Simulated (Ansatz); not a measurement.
# AlGaH (quartet): the correlation ladder at distance Al1–H3 = 1.935 Å, 6-31G

How much of the correlation energy of AlGaH (quartet) does each wave-function method recover here?

Method: 6-31G, core rule «outside noble gas», up to 19 orbitals frozen; program: Ansatz 0.2.0, Gaussian basis.

Plan: UHF; CCSD(T) on ROHF; CCSD(T) on UHF; BCCD(T) on ROHF; CISD; CCSDT(Q) on ROHF; CCSDT(Q) on UHF; CASSCF and MRCISD+Q, 5 electrons in 5 orbitals; CASSCF and NEVPT2, 5 electrons in 5 orbitals; CASSCF and MRCISD+Q, 7 electrons in 9 orbitals; CASSCF and NEVPT2, 7 electrons in 9 orbitals; Full CI.

32 further runs of the same task are left out: 25 that didn't finish, 7 set aside as unsound or not needed.

## 1. What is computed

The geometry derives from a PBE0/def2-TZVP stationary point (not a proven minimum). One bond is set to the value named and the two fragments are kept rigid. No spin-orbit coupling is included. The filled d shell of Ga may be among the frozen orbitals whatever the setting's name suggests; the logs give the count.

3 atoms, charge 0, spin multiplicity 4.

Atoms are counted from 1 here; the program's logs count them from 0.

Bond lengths: Al1–Ga2 2.344 Å, Al1–H3 1.935 Å. Angles: Ga2–Al1–H3 180.0°.

## 2. UHF

The input, in.yaml:

```yaml
crystal:
  periodic: [false, false, false]
  atoms:
    - {symbol: Al, position_ang: [0.000000, 0.000000, 0.136200]}
    - {symbol: Ga, position_ang: [0.000000, 0.000000, -2.207400]}
    - {symbol: H, position_ang: [0.000000, 0.000000, 2.071200]}
basis:
  gaussian: {orbitals: 6-31G}
magnetization: {spin_polarized: true, initial_magnetization: 3}
hamiltonian: {xc: hf}
output: {orbitals: {seedname: orbitals}}
```

The run is started by

```console
$ ansatz run in.yaml --threads 1 --pin off --events-out ev --progress --plain --max-ram 2393MiB
```

After this run come: CCSD(T) on ROHF; CCSD(T) on UHF; BCCD(T) on ROHF; CISD; CCSDT(Q) on ROHF; CCSDT(Q) on UHF; CASSCF and MRCISD+Q, 5 electrons in 5 orbitals; CASSCF and NEVPT2, 5 electrons in 5 orbitals; CASSCF and MRCISD+Q, 7 electrons in 9 orbitals; CASSCF and NEVPT2, 7 electrons in 9 orbitals; Full CI.

**Question.** What will the summary of the whole plan be? Wanted: FCI below the RHF energy; RMP2 from FCI; UMP2 from FCI; RCCSD from FCI; RCCSD(T) from FCI; UCCSD(T) from FCI; RCCSDT(Q) from FCI; UCCSDT(Q) from FCI; NEVPT2 pair from FCI.

As calculated:

| quantity | value |
| --- | --- |
| FCI below the RHF energy | -2.2725 eV |
| RMP2 from FCI | +17.55 kcal/mol |
| UMP2 from FCI | +17.48 kcal/mol |
| RCCSD from FCI | +2.43 kcal/mol |
| RCCSD(T) from FCI | +0.87 kcal/mol |
| UCCSD(T) from FCI | +0.73 kcal/mol |
| RCCSDT(Q) from FCI | +0.06 kcal/mol |
| UCCSDT(Q) from FCI | -0.06 kcal/mol |
| NEVPT2 pair from FCI | +13.07 kcal/mol |
| NEVPT2 valence from FCI | +3.30 kcal/mol |
| MRCISD+Q valence from FCI | +0.08 kcal/mol |
| levels within 1 kcal/mol (43 meV) | RCCSD(T), UCCSD(T), BCCD(T), RCCSDT, UCCSDT, RCCSDT(Q), UCCSDT(Q), MRCISD valence, MRCISD+Q valence |
| T1 diagnostic | 0.041 |
| effectively unpaired electrons | 3.07 |

What this shows: RCCSD(T) lands +0.87 kcal/mol from the yardstick (1.7 % of the correlation energy). UCCSDT(Q) falls below full CI: unrestricted runs freeze a spin-polarised core, another one than full CI's, and coupled cluster isn't variational. The occupations are near whole numbers, but T1 = 0.041 shows that the orbitals relax strongly. Of the multireference levels listed MRCISD+Q valence comes nearest in total energy (+0.08 kcal/mol), which doesn't show that its space is the better one. These misses are within one basis, not against nature; the frozen cores of restricted and unrestricted runs differ, which can shift their rows.
